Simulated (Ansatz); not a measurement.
**C3H7ClGeO: how energies converge with the basis set**

Aim: see how fast density functionals converge with the basis set for C3H7ClGeO.

Computed with Ansatz 0.2.0, Gaussian basis. Level: one geometry, several basis sets.

Plan: PBE0-D4/def2-SVP; ωB97M-V/def2-SVP; PBE0-D4/def2-QZVPP; ωB97M-V/def2-QZVPP; the functionals' def2-TZVPP values are taken from earlier runs.

**1. Structure used throughout**

The geometry comes from an earlier relaxation with PBE0-D4 in a triple-zeta def2 set; it is a stationary point, not always the lowest conformer.

SMILES `CC(C)[O][Ge][Cl]`, 13 atoms, charge 0, spin multiplicity 1.

Atoms are counted from 1 here; the program's logs count them from 0.

Bond lengths: C1–C2 1.514 Å, C1–H7 1.092 Å, C1–H8 1.092 Å, C1–H9 1.092 Å, C2–C3 1.514 Å, C2–O4 1.424 Å, C2–H10 1.103 Å, C3–H11 1.092 Å, C3–H12 1.093 Å, C3–H13 1.092 Å, O4–Ge5 1.776 Å, Ge5–Cl6 2.187 Å. Angles: C2–C1–H7 110.0°, C2–C1–H8 110.8°, C2–C1–H9 110.7°, H7–C1–H8 108.2°, H7–C1–H9 108.7°, H8–C1–H9 108.4°, C1–C2–C3 112.5°, C1–C2–O4 108.6°, C1–C2–H10 108.6°, C3–C2–O4 108.6°, C3–C2–H10 108.6°, O4–C2–H10 109.8°, C2–C3–H11 110.8°, C2–C3–H12 110.7°, C2–C3–H13 110.0°, H11–C3–H12 108.4°, H11–C3–H13 108.2°, H12–C3–H13 108.6° and more.

**2. PBE0-D4 in def2-SVP**

in.yaml

```yaml
crystal:
  periodic: [false, false, false]
  atoms:
    - {symbol: C, position_ang: [-1.204338, -0.859560, -0.319383]}
    - {symbol: C, position_ang: [0.169390, -0.232698, -0.204895]}
    - {symbol: C, position_ang: [0.872435, -0.607616, 1.082867]}
    - {symbol: O, position_ang: [0.027147, 1.183506, -0.248686]}
    - {symbol: Ge, position_ang: [0.788357, 2.118357, -1.552262]}
    - {symbol: Cl, position_ang: [0.097276, 4.081533, -0.880237]}
    - {symbol: H, position_ang: [-1.840090, -0.516957, 0.500332]}
    - {symbol: H, position_ang: [-1.681078, -0.579384, -1.260854]}
    - {symbol: H, position_ang: [-1.136541, -1.949127, -0.277053]}
    - {symbol: H, position_ang: [0.784599, -0.573603, -1.054791]}
    - {symbol: H, position_ang: [1.862243, -0.149358, 1.131829]}
    - {symbol: H, position_ang: [0.989085, -1.691273, 1.157957]}
    - {symbol: H, position_ang: [0.291917, -0.258520, 1.939974]}
basis:
  gaussian: {orbitals: def2-SVP}
hamiltonian: {xc: pbe0, dispersion: d4}
output: {orbitals: {seedname: orbitals}}
```

Launch:

```sh
ansatz run in.yaml --threads 4 --pin off --events-out ev --progress --plain --max-ram 11315MiB
```

The runs that follow: ωB97M-V in def2-SVP; PBE0-D4 in def2-QZVPP; ωB97M-V in def2-QZVPP.

Before running them: what should the planned runs give, taken together? Wanted: PBE0-D4: double and triple zeta above quadruple; ωB97M-V: double and triple zeta above quadruple.

The runs gave:

| quantity | value |
| --- | --- |
| PBE0-D4: double and triple zeta above quadruple | 19.33, 1.90 eV |
| ωB97M-V: double and triple zeta above quadruple | 19.48, 1.84 eV |

**Reading.** PBE0-D4 gains 17.43 eV from double to triple zeta, then 1.90 eV more. Total energies overstate the basis error of differences, where much of it tends to cancel.
